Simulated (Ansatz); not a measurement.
# CH6MoN2O2: the cost of one run

Method: the settings change from run to run; program: Ansatz 0.2.0, Gaussian basis.

## 1. The relaxed structure

The structure was relaxed beforehand with PBE0-D4 in a triple-zeta def2 set. Mo takes a core potential in def2 sets; no spin-orbit term is included.

12 atoms, charge 0, spin multiplicity 1.

Atoms are counted from 1 here; the program's logs count them from 0.

Bond lengths: C1–O2 1.402 Å, C1–H7 1.094 Å, C1–H8 1.095 Å, C1–H9 1.095 Å, O2–Mo3 1.870 Å, Mo3–N4 1.728 Å, Mo3–N5 1.727 Å, Mo3–O6 1.896 Å, N4–H10 1.011 Å, N5–H11 1.010 Å, O6–H12 0.960 Å. Angles: O2–C1–H7 109.2°, O2–C1–H8 109.6°, O2–C1–H9 111.6°, H7–C1–H8 108.6°, H7–C1–H9 108.9°, H8–C1–H9 109.0°, C1–O2–Mo3 133.3°, O2–Mo3–N4 108.3°, O2–Mo3–N5 108.5°, O2–Mo3–O6 111.9°, N4–Mo3–N5 111.1°, N4–Mo3–O6 107.8°, N5–Mo3–O6 109.3°, Mo3–N4–H10 152.9°, Mo3–N5–H11 156.6°, Mo3–O6–H12 118.5°.

Geometry (Å):

```xyz
12

C    -1.21818   -0.74341   -1.63566
O    -0.02262   -0.74982   -0.90270
Mo    0.60967    0.27622    0.52704
N    -0.69950    1.22925    1.13133
N     1.21541   -0.79016    1.74247
O     1.98884    1.46142   -0.00981
H    -0.98630   -0.63963   -2.70000
H    -1.74617   -1.69043   -1.48484
H    -1.87187    0.08115   -1.33396
H    -1.34312    1.51737    1.85537
H     1.25376   -1.23898    2.64594
H     2.89729    1.23171    0.19891
```

## 2. B97/cc-pVTZ-DK

Set apart from the defaults: atoms shaken by 0.15 Å, a point charge of 2.00 e beside it, relativity set to scalar.

File in.yaml:

```yaml
crystal:
  periodic: [false, false, false]
  atoms:
    - {symbol: C, position_ang: [-1.038891, -0.856323, -1.763352]}
    - {symbol: O, position_ang: [0.261320, -0.943997, -1.248623]}
    - {symbol: Mo, position_ang: [0.706189, 0.146903, 0.400661]}
    - {symbol: N, position_ang: [-0.880969, 1.411729, 1.383827]}
    - {symbol: N, position_ang: [1.359115, -0.745251, 1.832449]}
    - {symbol: O, position_ang: [1.754303, 1.267961, -0.177056]}
    - {symbol: H, position_ang: [-0.989523, -0.317414, -2.587358]}
    - {symbol: H, position_ang: [-1.809410, -1.782995, -1.827783]}
    - {symbol: H, position_ang: [-2.078401, 0.034106, -1.353799]}
    - {symbol: H, position_ang: [-1.490930, 1.491939, 1.689052]}
    - {symbol: H, position_ang: [1.430631, -1.011661, 2.602766]}
    - {symbol: H, position_ang: [3.009607, 1.120652, 0.245655]}
basis:
  gaussian: {orbitals: cc-pVTZ-DK, point_charges: [{charge: 2.00, position_ang: [6.323, -0.470, -0.702]}]}
hamiltonian: {xc: {name: B97}, pseudopotentials: {relativity: scalar}}
output: {forces: true}
```

Command:

```
ansatz run in.yaml --threads 4 --pin off --events-out ev --progress --plain --max-ram 11315MiB
```

**Question.** How long does this run take on 4 threads of Arm Neoverse V2, shared host, and how much memory does it need?

About 29 s, with a peak of 1.4 GiB.
